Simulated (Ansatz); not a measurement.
# CH₃GaOS: how energies converge with the basis set

How large a basis does CH₃GaOS need? Two functionals are run in growing sets.

The runs use Ansatz 0.2.0, Gaussian basis; one geometry, several basis sets.

Levels to be run: PBE0-D4/def2-SVP; ωB97M-V/def2-SVP; PBE0-D4/def2-QZVPP; ωB97M-V/def2-QZVPP; the functionals' def2-TZVPP values are taken from earlier runs.

## Step 1: Structure used throughout

An earlier PBE0-D4/def2-TZVP relaxation fixed the geometry.

SMILES `O=C[S][GaH2]`, 7 atoms, charge 0, spin multiplicity 1.

Atoms are counted from 1 here; the program's logs count them from 0.

Bond lengths: O1–C2 1.191 Å, C2–S3 1.790 Å, C2–H5 1.106 Å, S3–Ga4 2.210 Å, Ga4–H6 1.561 Å, Ga4–H7 1.554 Å. Angles: O1–C2–S3 122.8°, O1–C2–H5 123.2°, S3–C2–H5 114.0°, C2–S3–Ga4 100.0°, S3–Ga4–H6 115.3°, S3–Ga4–H7 116.2°, H6–Ga4–H7 128.5°.

## Step 2: PBE0-D4 in def2-SVP

File in.yaml:

```yaml
crystal:
  periodic: [false, false, false]
  atoms:
    - {symbol: O, position_ang: [-0.759748, 2.618327, 0.001225]}
    - {symbol: C, position_ang: [-0.535406, 1.450261, 0.057586]}
    - {symbol: S, position_ang: [0.968255, 0.720383, -0.583008]}
    - {symbol: Ga, position_ang: [0.600169, -1.403845, -0.096345]}
    - {symbol: H, position_ang: [-1.233289, 0.719983, 0.508259]}
    - {symbol: H, position_ang: [-0.755796, -1.700085, 0.617760]}
    - {symbol: H, position_ang: [1.715805, -2.405034, -0.505467]}
basis:
  gaussian: {orbitals: def2-SVP}
hamiltonian: {xc: pbe0, dispersion: d4}
output: {orbitals: {seedname: orbitals}}
```

Run with:

```sh
$ ansatz run in.yaml --threads 2 --pin off --events-out ev --progress --plain --max-ram 4352MiB
```

After this run come: ωB97M-V in def2-SVP; PBE0-D4 in def2-QZVPP; ωB97M-V in def2-QZVPP.

Before running them: what should the planned runs give, taken together? Wanted: PBE0-D4: double and triple zeta above quadruple; ωB97M-V: double and triple zeta above quadruple.

**Answer**, as computed:

| quantity | value |
| --- | --- |
| PBE0-D4: double and triple zeta above quadruple | 15.84, 1.69 eV |
| ωB97M-V: double and triple zeta above quadruple | 15.84, 1.63 eV |

What this shows: PBE0-D4 gains 14.15 eV from double to triple zeta, then 1.69 eV more. These are total energies; as a rule much of such shifts cancels in differences, which this series doesn't test.
